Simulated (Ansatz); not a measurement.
**CH6OSeSi: a ladder of functionals and wavefunction methods**

One table from this session's results is given with a row withheld; the runs are named, their logs left out.

Method: functionals in def2-TZVPP, the program's frozen cores in correlated methods; program: Ansatz 0.2.0, Gaussian basis.

Levels to be run: LDA (SPW92), PBE-D4, revPBE-D4, BLYP-D4, r2SCAN-D4, B97M-V, PBE0-D4, B3LYP-D4, r2SCANh-D4, r2SCAN0-D4, HSE06-D4, BHLYP-D4, CAM-B3LYP-D4, LC-ωPBE, ωB97X-V, ωB97M-V, B2PLYP, PBE-QIDH; CCSD(T)/def2-SVP; CCSD(T)/def2-TZVPP; MP2/def2-QZVPP; extrapolation to the limit; RPA on PBE.

### The geometry

All runs share one geometry, relaxed beforehand with PBE0-D4 in a triple-zeta def2 set.

10 atoms, charge 0, spin multiplicity 1.

Atoms are counted from 1 here; the program's logs count them from 0.

Bond lengths: O1–C2 1.414 Å, O1–H5 0.960 Å, C2–Si3 1.886 Å, C2–H6 1.102 Å, C2–H7 1.100 Å, Si3–Se4 2.279 Å, Si3–H8 1.487 Å, Si3–H9 1.483 Å, Se4–H10 1.469 Å. Angles: C2–O1–H5 109.0°, O1–C2–Si3 109.1°, O1–C2–H6 112.0°, O1–C2–H7 112.2°, Si3–C2–H6 107.7°, Si3–C2–H7 108.7°, H6–C2–H7 107.0°, C2–Si3–Se4 113.5°, C2–Si3–H8 107.6°, C2–Si3–H9 110.2°, Se4–Si3–H8 110.0°, Se4–Si3–H9 105.1°, H8–Si3–H9 110.5°, Si3–Se4–H10 92.8°.

Set-up of the first run:

in.yaml

```yaml
crystal:
  periodic: [false, false, false]
  atoms:
    - {symbol: O, position_ang: [-1.454525, 1.109275, -0.237237]}
    - {symbol: C, position_ang: [-0.197381, 0.902475, 0.375197]}
    - {symbol: Si, position_ang: [0.194755, -0.942246, 0.369557]}
    - {symbol: Se, position_ang: [0.449357, -1.811468, -1.721365]}
    - {symbol: H, position_ang: [-1.622191, 2.052781, -0.294262]}
    - {symbol: H, position_ang: [-0.187217, 1.244547, 1.422305]}
    - {symbol: H, position_ang: [0.611383, 1.436424, -0.144438]}
    - {symbol: H, position_ang: [1.441228, -1.139326, 1.156393]}
    - {symbol: H, position_ang: [-0.925219, -1.705810, 0.971130]}
    - {symbol: H, position_ang: [1.772911, -1.197754, -1.894378]}
basis:
  gaussian: {orbitals: def2-TZVPP}
hamiltonian: {xc: lda}
output: {orbitals: {seedname: orbitals}}
```

Among the steps run: LDA; PBE-D4 (GGA); revPBE-D4 (GGA); BLYP-D4 (GGA); r2SCAN-D4 (meta-GGA); B97M-V (meta-GGA); PBE0-D4 (hybrid); B3LYP-D4 (hybrid); r2SCANh-D4 (hybrid); r2SCAN0-D4 (hybrid); HSE06-D4 (hybrid); BHLYP-D4 (hybrid); CAM-B3LYP-D4 (range-separated); LC-ωPBE (range-separated); ωB97X-V (range-separated); ωB97M-V (range-separated); B2PLYP (double hybrid); PBE-QIDH (double hybrid).

One of the session's tables, all rows but one given; the rest of the session is left out.

It belongs to the step «Orbital energies across the functionals». 

```
  functional  HOMO (eV)  gap (eV)
 LDA (SPW92)      -5.89      5.01
      PBE-D4      -5.76      5.05
   revPBE-D4          ?         ?
     BLYP-D4      -5.60      4.94
   r2SCAN-D4      -6.04      5.66
      B97M-V      -6.13      5.57
     PBE0-D4      -6.91      7.08
    B3LYP-D4      -6.67      6.55
  r2SCANh-D4      -6.46      6.39
  r2SCAN0-D4      -7.09      7.47
    HSE06-D4      -6.51      6.30
    BHLYP-D4      -7.90      8.88
CAM-B3LYP-D4      -8.19      9.31
     LC-ωPBE      -9.55     11.92
     ωB97X-V      -9.21     11.40
     ωB97M-V      -9.08     10.96
```

**Question.** Estimate the row for revPBE-D4.

**Answer.** HOMO (eV): -5.72; gap (eV): 5.08. In the column «HOMO (eV)» it lies between PBE-D4 (-5.76) and BLYP-D4 (-5.60).
